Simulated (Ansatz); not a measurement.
Runs of Ansatz 0.2.0 on Ge2Sb2Te5. The structure is trigonal, space group P-3m1 (No. 164). Conventional cell: a = 4.294 Å, b = 4.294 Å, c = 17.101 Å, α = 90.00°, β = 90.00°, γ = 120.00°. Around Te (site symmetry 3m) lie 3 Sb at 3.01 Å. Around Te (site symmetry 3m) lie 3 Ge at 3.00 Å and 3 Sb at 3.20 Å. Around Te (site symmetry -3m) lie 6 Ge at 3.04 Å. Sb (site symmetry 3m) is surrounded by 6 Te at 3.01 to 3.20 Å. Ge (site symmetry 3m) has 6 Te at 3.00 to 3.04 Å as nearest neighbours. The cell comes from a database or a generator and needn't be the stable form of this composition.

```csv
task,level,cell,k mesh,points for each segment of the path,gap on the mesh (eV),pressure (GPa),relaxed volume (Å³/atom),largest force (eV/Å)
relaxation of cell and atoms,BLYP,relaxed,7 × 7 × 2,-,0.88,0.0,42.65,-
band structure,revPBE,as given,7 × 7 × 2,10,0.27,1.3,-,(b)
relaxation of cell and atoms,RPBE,relaxed,7 × 7 × 2,-,(a),0.0,36.30,-
relaxation of cell and atoms,PBEsol,relaxed,5 × 5 × 2,-,0.24,0.0,29.11,-
band structure,BLYP,as given,7 × 7 × 2,10,0.30,4.3,-,0.10
relaxation of cell and atoms,revPBE,relaxed,7 × 7 × 2,-,0.83,0.0,36.86,0.01
```

Alike in all rows: potentials or basis Ansatz PAW; no spin polarisation; cutoff (eV) 420; smearing fermi-dirac 0.05 eV.

Question: Fill in the values left out.

Answer: (a) 0.84; (b) 0.09.

Caveats: spin-orbit coupling is left out, which moves the levels of the heavy elements; the PAW data sets come from PBE, with cores solved anew for the run's functional, which leaves a small shift of forces and pressure; odd divisions of the mesh miss points on the zone boundary, where band edges often lie, so the gap on the mesh can be too wide (some runs); the plane-wave basis is chosen anew once the cell has moved, so the energies of steps on either side of that aren't comparable (some runs); the volume moved by over 15 % at a fixed basis, so the end points are rough (some runs); this functional lacks dispersion, which binds the layers, so the pressure and a relaxed spacing across them are unreliable (some runs).

A k mesh can miss the band edges, and the runs leave out spin-orbit coupling on Ge, Sb, Te.

Runs at the PBE level aren't shown here.
